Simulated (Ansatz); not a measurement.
# SnGe17: the cost of one run

Method: DFT PBEsol, scalar-relativistic, plane waves, PAW, and further levels as typed in the inputs, in Ansatz 0.2.0.

## 1. The starting structure

Symmetry: R3m, No. 160, trigonal system. The conventional cell has a = 12.100 Å, b = 12.100 Å, c = 29.640 Å, α = 90.00°, β = 90.00°, γ = 120.00°. Ge (site symmetry m) has 4 Ge at 2.47 Å as nearest neighbours. Sn (site symmetry m) has 4 Ge at 2.47 Å as nearest neighbours. Around Ge (site symmetry 1) lie 4 Ge at 2.47 Å. Ge (site symmetry 3m) has 4 Ge at 2.47 Å as nearest neighbours. Ge (site symmetry m) has 3 Ge at 2.47 Å and 1 Sn at 2.47 Å as nearest neighbours. Only part of the 20 independent sites is listed.

Coordinates:

```xyz
54
Lattice="0.0000 8.5563 8.5563 8.5563 0.0000 8.5563 8.5563 8.5563 0.0000" Properties=species:S:1:pos:R:3 pbc="T T T"
Ge    0.0000    0.0000    0.0000
Ge    2.8521    2.8521    0.0000
Ge    5.7042    5.7042    0.0000
Sn    2.8521    0.0000    2.8521
Ge    5.7042    2.8521    2.8521
Sn    8.5563    5.7042    2.8521
Ge    5.7042    0.0000    5.7042
Ge    8.5563    2.8521    5.7042
Ge   11.4083    5.7042    5.7042
Ge    1.4260    1.4260    1.4260
Ge    4.2781    4.2781    1.4260
Ge    7.1302    7.1302    1.4260
Ge    4.2781    1.4260    4.2781
Ge    7.1302    4.2781    4.2781
Ge    9.9823    7.1302    4.2781
Ge    7.1302    1.4260    7.1302
Ge    9.9823    4.2781    7.1302
Ge   12.8344    7.1302    7.1302
Ge    0.0000    2.8521    2.8521
Ge    2.8521    5.7042    2.8521
Ge    5.7042    8.5563    2.8521
Ge    2.8521    2.8521    5.7042
Ge    5.7042    5.7042    5.7042
Sn    8.5563    8.5563    5.7042
Ge    5.7042    2.8521    8.5563
Ge    8.5563    5.7042    8.5563
Ge   11.4083    8.5563    8.5563
Ge    1.4260    4.2781    4.2781
Ge    4.2781    7.1302    4.2781
Ge    7.1302    9.9823    4.2781
Ge    4.2781    4.2781    7.1302
Ge    7.1302    7.1302    7.1302
Ge    9.9823    9.9823    7.1302
Ge    7.1302    4.2781    9.9823
Ge    9.9823    7.1302    9.9823
Ge   12.8344    9.9823    9.9823
Ge    0.0000    5.7042    5.7042
Ge    2.8521    8.5563    5.7042
Ge    5.7042   11.4083    5.7042
Ge    2.8521    5.7042    8.5563
Ge    5.7042    8.5563    8.5563
Ge    8.5563   11.4083    8.5563
Ge    5.7042    5.7042   11.4083
Ge    8.5563    8.5563   11.4083
Ge   11.4083   11.4083   11.4083
Ge    1.4260    7.1302    7.1302
Ge    4.2781    9.9823    7.1302
Ge    7.1302   12.8344    7.1302
Ge    4.2781    7.1302    9.9823
Ge    7.1302    9.9823    9.9823
Ge    9.9823   12.8344    9.9823
Ge    7.1302    7.1302   12.8344
Ge    9.9823    9.9823   12.8344
Ge   12.8344   12.8344   12.8344
```

## 2. Relaxing the atoms: SnGe17, no spin

The input, input.yaml:

```yaml
crystal:
  lattice:
    - [0.0, 8.55625, 8.55625]
    - [8.55625, 0.0, 8.55625]
    - [8.55625, 8.55625, 0.0]
  atoms:
    - { symbol: Ge, position: [0.0, 0.0, 0.0] }
    - { symbol: Ge, position: [0.0, 0.0, 0.33333333] }
    - { symbol: Ge, position: [0.0, 0.0, 0.66666667] }
    - { symbol: Sn, position: [0.0, 0.33333333, 0.0] }
    - { symbol: Ge, position: [0.0, 0.33333333, 0.33333333] }
    - { symbol: Sn, position: [0.0, 0.33333333, 0.66666667] }
    - { symbol: Ge, position: [0.0, 0.66666667, 0.0] }
    - { symbol: Ge, position: [0.0, 0.66666667, 0.33333333] }
    - { symbol: Ge, position: [0.0, 0.66666667, 0.66666667] }
    - { symbol: Ge, position: [0.08333333, 0.08333333, 0.08333333] }
    - { symbol: Ge, position: [0.08333333, 0.08333333, 0.41666667] }
    - { symbol: Ge, position: [0.08333333, 0.08333333, 0.75] }
    - { symbol: Ge, position: [0.08333333, 0.41666667, 0.08333333] }
    - { symbol: Ge, position: [0.08333333, 0.41666667, 0.41666667] }
    - { symbol: Ge, position: [0.08333333, 0.41666667, 0.75] }
    - { symbol: Ge, position: [0.08333333, 0.75, 0.08333333] }
    - { symbol: Ge, position: [0.08333333, 0.75, 0.41666667] }
    - { symbol: Ge, position: [0.08333333, 0.75, 0.75] }
    - { symbol: Ge, position: [0.33333333, 0.0, 0.0] }
    - { symbol: Ge, position: [0.33333333, 0.0, 0.33333333] }
    - { symbol: Ge, position: [0.33333333, 0.0, 0.66666667] }
    - { symbol: Ge, position: [0.33333333, 0.33333333, 0.0] }
    - { symbol: Ge, position: [0.33333333, 0.33333333, 0.33333333] }
    - { symbol: Sn, position: [0.33333333, 0.33333333, 0.66666667] }
    - { symbol: Ge, position: [0.33333333, 0.66666667, 0.0] }
    - { symbol: Ge, position: [0.33333333, 0.66666667, 0.33333333] }
    - { symbol: Ge, position: [0.33333333, 0.66666667, 0.66666667] }
    - { symbol: Ge, position: [0.41666667, 0.08333333, 0.08333333] }
    - { symbol: Ge, position: [0.41666667, 0.08333333, 0.41666667] }
    - { symbol: Ge, position: [0.41666667, 0.08333333, 0.75] }
    - { symbol: Ge, position: [0.41666667, 0.41666667, 0.08333333] }
    - { symbol: Ge, position: [0.41666667, 0.41666667, 0.41666667] }
    - { symbol: Ge, position: [0.41666667, 0.41666667, 0.75] }
    - { symbol: Ge, position: [0.41666667, 0.75, 0.08333333] }
    - { symbol: Ge, position: [0.41666667, 0.75, 0.41666667] }
    - { symbol: Ge, position: [0.41666667, 0.75, 0.75] }
    - { symbol: Ge, position: [0.66666667, 0.0, 0.0] }
    - { symbol: Ge, position: [0.66666667, 0.0, 0.33333333] }
    - { symbol: Ge, position: [0.66666667, 0.0, 0.66666667] }
    - { symbol: Ge, position: [0.66666667, 0.33333333, 0.0] }
    - { symbol: Ge, position: [0.66666667, 0.33333333, 0.33333333] }
    - { symbol: Ge, position: [0.66666667, 0.33333333, 0.66666667] }
    - { symbol: Ge, position: [0.66666667, 0.66666667, 0.0] }
    - { symbol: Ge, position: [0.66666667, 0.66666667, 0.33333333] }
    - { symbol: Ge, position: [0.66666667, 0.66666667, 0.66666667] }
    - { symbol: Ge, position: [0.75, 0.08333333, 0.08333333] }
    - { symbol: Ge, position: [0.75, 0.08333333, 0.41666667] }
    - { symbol: Ge, position: [0.75, 0.08333333, 0.75] }
    - { symbol: Ge, position: [0.75, 0.41666667, 0.08333333] }
    - { symbol: Ge, position: [0.75, 0.41666667, 0.41666667] }
    - { symbol: Ge, position: [0.75, 0.41666667, 0.75] }
    - { symbol: Ge, position: [0.75, 0.75, 0.08333333] }
    - { symbol: Ge, position: [0.75, 0.75, 0.41666667] }
    - { symbol: Ge, position: [0.75, 0.75, 0.75] }
scf:
  occupations: { method: gaussian, width: 0.03 }
output:
  forces: true
  stress: true
hamiltonian:
  xc: pbesol
kpoints:
  mp_grid: { grid: [2, 2, 2] }
relax:
  f_tol: 0.005
```

Started as:

```
$ ansatz run input.yaml --threads 12 --pin off --max-ram 24576MiB --backend cpu --events-out ev --progress --plain --runs-dir out
```

**Question.** How long does this run take on 12 threads of Intel Xeon Platinum 8375C at 2.90GHz (Ice Lake), shared host, and how much memory does it need?

About 98 s, with a peak of 9.6 GiB.
